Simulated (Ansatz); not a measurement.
# BiTe: the cost of one run

Program: Ansatz 0.2.0. Level of theory: DFT LDA, scalar-relativistic, plane waves, PAW. These are calculated values, not measurements.

## (1) Starting point

The structure is cubic, space group Fm-3m (No. 225). Conventional cell: a = 6.470 Å, b = 6.470 Å, c = 6.470 Å, α = 90.00°, β = 90.00°, γ = 90.00°. Bi (site symmetry m-3m) has 6 Te at 3.23 Å as nearest neighbours. Around Te (site symmetry m-3m) lie 6 Bi at 3.23 Å.

As a file:

```cif
data_structure
_symmetry_space_group_name_H-M 'Fm-3m'
_symmetry_Int_Tables_number 225
_cell_length_a 6.4700
_cell_length_b 6.4700
_cell_length_c 6.4700
_cell_angle_alpha 90.000
_cell_angle_beta 90.000
_cell_angle_gamma 90.000
_cell_volume 270.84
loop_
_atom_site_label
_atom_site_type_symbol
_atom_site_symmetry_multiplicity
_atom_site_Wyckoff_symbol
_atom_site_fract_x
_atom_site_fract_y
_atom_site_fract_z
_atom_site_occupancy
Bi1 Bi 4 a 0.00000 0.00000 0.00000 1
Te1 Te 4 b 0.00000 0.00000 0.50000 1
```

The cell is taken as given, not relaxed at this level.

## (2) The reference: the undisturbed cell on the scan's mesh

Input file input.yaml:

```yaml
crystal:
  lattice:
    - [6.47, 0.0, 0.0]
    - [0.0, -6.47, 0.0]
    - [0.0, 0.0, -6.47]
  atoms:
    - { symbol: Bi, position: [0.0, 0.5, 0.5] }
    - { symbol: Bi, position: [0.5, 0.0, 0.5] }
    - { symbol: Bi, position: [0.5, 0.5, 0.0] }
    - { symbol: Bi, position: [0.0, 0.0, 0.0] }
    - { symbol: Te, position: [0.5, 0.0, 0.0] }
    - { symbol: Te, position: [0.0, 0.5, 0.0] }
    - { symbol: Te, position: [0.0, 0.0, 0.5] }
    - { symbol: Te, position: [0.5, 0.5, 0.5] }
basis:
  ecutwfc: 420
kpoints:
  mp_grid: { grid: [8, 8, 8] }
hamiltonian:
  xc: lda
scf:
  occupations: { method: cold, width: 0.02 }
output:
  forces: true
  stress: true
  eigenvalues: true
```

On the command line:

```console
> ansatz run input.yaml --threads 1 --pin off --max-ram 2560MiB --backend cpu --events-out ev --progress --plain --runs-dir out
```

What time and memory should one allow on 1 thread of Arm Neoverse V1, shared host?

About 38 s, with a peak of 0.74 GiB.
